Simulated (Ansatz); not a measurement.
# InAs: the cost of one run

Computed with Ansatz 0.2.0 (DFT PBEsol, frozen-core PAW, scalar-relativistic unless said, unless a step's input says otherwise).

The COD entry's cell or inner coordinates are ideal or old and differ from later refinements, so a difference from it is no clean test against experiment.

**1. Starting point**

Symmetry: F-43m, No. 216, cubic system. Conventional cell: a = 6.036 Å, b = 6.036 Å, c = 6.036 Å, α = 90.00°, β = 90.00°, γ = 90.00°. In (site symmetry -43m) has 4 As at 2.61 Å as nearest neighbours. Around As (site symmetry -43m) lie 4 In at 2.61 Å.

As a file:

```cif
data_structure
_symmetry_space_group_name_H-M 'P 1'
_symmetry_Int_Tables_number 1
_cell_length_a 4.2681
_cell_length_b 4.2681
_cell_length_c 4.2681
_cell_angle_alpha 60.000
_cell_angle_beta 60.000
_cell_angle_gamma 60.000
_cell_volume 54.98
loop_
_atom_site_label
_atom_site_type_symbol
_atom_site_fract_x
_atom_site_fract_y
_atom_site_fract_z
_atom_site_occupancy
In1 In 0.00000 0.00000 0.00000 1
As1 As 0.75000 0.75000 0.75000 1
```

Cartesian axes are those of the input's lattice vectors. The structure goes back to a database entry.

**2. Cell and atoms relaxed, PAW**

input.yaml

```yaml
crystal:
  lattice:
    - [0.0, 3.018, 3.018]
    - [3.018, 0.0, 3.018]
    - [3.018, 3.018, 0.0]
  atoms:
    - { symbol: In, position: [0.0, 0.0, 0.0] }
    - { symbol: As, position: [0.75, 0.75, 0.75] }
kpoints:
  mp_grid: { grid: [14, 14, 14] }
scf:
  occupations: { method: fermi_dirac, width: 0.08 }
hamiltonian:
  xc: pbesol
  pseudopotentials: { kind: paw }
relax:
  f_tol: 0.002
  max_steps: 80
  cell: {}
output:
  forces: true
  stress: true
  write_density: true
  write_potential: true
  elf: true
  volumetric_format: npy
```

The run is started by

```
> ansatz run input.yaml --threads 1 --pin off --max-ram 3072MiB --backend cpu --events-out ev --progress --plain --runs-dir out
```

Q: Estimate wall time and peak memory on 1 thread of Intel Xeon 6975P-C (Granite Rapids), shared host.

About 33 s, with a peak of 0.47 GiB.
